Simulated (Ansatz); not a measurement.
# CH₆Cl₂O₂Si₂: a ladder of functionals and wavefunction methods

One table from this session's results is given with a row withheld; the runs are named, their logs left out.

The runs use Ansatz 0.2.0, Gaussian basis; functionals in def2-TZVPP, the program's frozen cores in correlated methods.

Plan: PBE-D4, r2SCAN-D4, PBE0-D4, B3LYP-D4, ωB97X-V, ωB97M-V, B2PLYP; CCSD(T)/def2-TZVPP; MP2/def2-QZVPP; extrapolation to the limit.

**Structure used throughout**

All runs share one geometry, relaxed beforehand with PBE0-D4 in a triple-zeta def2 set.

SMILES `O[SiH2]C[Si](O)(Cl)Cl`, 13 atoms, charge 0, spin multiplicity 1.

Atoms are counted from 1 here; the program's logs count them from 0.

Bond lengths: O1–Si2 1.641 Å, O1–H8 0.963 Å, Si2–C3 1.883 Å, Si2–H9 1.488 Å, Si2–H10 1.482 Å, C3–Si4 1.833 Å, C3–H11 1.095 Å, C3–H12 1.095 Å, Si4–O5 1.640 Å, Si4–Cl6 2.046 Å, Si4–Cl7 2.047 Å, O5–H13 0.960 Å. Angles: Si2–O1–H8 114.6°, O1–Si2–C3 110.2°, O1–Si2–H9 112.4°, O1–Si2–H10 106.8°, C3–Si2–H9 108.1°, C3–Si2–H10 110.0°, H9–Si2–H10 109.4°, Si2–C3–Si4 114.0°, Si2–C3–H11 109.6°, Si2–C3–H12 108.5°, Si4–C3–H11 108.6°, Si4–C3–H12 108.3°, H11–C3–H12 107.7°, C3–Si4–O5 107.3°, C3–Si4–Cl6 111.2°, C3–Si4–Cl7 113.2°, O5–Si4–Cl6 109.4°, O5–Si4–Cl7 109.0° and more.

Set-up of the first run:

in.yaml

```yaml
crystal:
  periodic: [false, false, false]
  atoms:
    - {symbol: O, position_ang: [-0.870097, 1.784420, -1.102376]}
    - {symbol: Si, position_ang: [-1.316992, 0.205020, -1.088898]}
    - {symbol: C, position_ang: [0.150829, -0.880883, -0.627384]}
    - {symbol: Si, position_ang: [0.887862, -0.483522, 1.002903]}
    - {symbol: O, position_ang: [0.989941, 1.149517, 1.107289]}
    - {symbol: Cl, position_ang: [-0.274720, -1.189992, 2.531421]}
    - {symbol: Cl, position_ang: [2.753948, -1.284906, 1.262480]}
    - {symbol: H, position_ang: [-0.305788, 2.047986, -0.367877]}
    - {symbol: H, position_ang: [-2.415231, -0.064911, -0.121761]}
    - {symbol: H, position_ang: [-1.777028, -0.121365, -2.459646]}
    - {symbol: H, position_ang: [-0.156217, -1.931785, -0.624800]}
    - {symbol: H, position_ang: [0.925153, -0.761467, -1.393032]}
    - {symbol: H, position_ang: [1.408351, 1.531898, 1.881671]}
basis:
  gaussian: {orbitals: def2-TZVPP}
hamiltonian: {xc: pbe, dispersion: d4}
output: {forces: true, orbitals: {seedname: orbitals}}
```

Run with:

```console
ansatz run in.yaml --threads 2 --pin off --events-out ev --progress --plain --max-ram 32768MiB --backend cuda --devices 0, --max-vram 18GiB
```

Steps of the session up to this table: PBE-D4 (GGA); r2SCAN-D4 (meta-GGA); PBE0-D4 (hybrid); B3LYP-D4 (hybrid); ωB97X-V (range-separated); ωB97M-V (range-separated); B2PLYP (double hybrid); CCSD(T) in def2-TZVPP; MP2 in def2-QZVPP.

One table of the session follows, with a row left open; its other results are not shown here.

It belongs to the step «Atomisation energies». 

```
            method  atomisation energy (eV)
            PBE-D4                   50.759
         r2SCAN-D4                        ?
           PBE0-D4                   50.033
          B3LYP-D4                   49.907
           ωB97X-V                   50.530
           ωB97M-V                   50.586
            B2PLYP                   49.496
     HF/def2-TZVPP                   36.857
    MP2/def2-TZVPP                   50.253
   CCSD/def2-TZVPP                   48.180
CCSD(T)/def2-TZVPP                   48.966
           MP2/CBS                   51.816
       CCSD(T)/CBS                   50.529
```

Q: Estimate the row for r2SCAN-D4 from the others.

As computed: atomisation energy (eV): 50.514. In the column «atomisation energy (eV)» it lies between MP2/def2-TZVPP (50.253) and CCSD(T)/CBS (50.529).
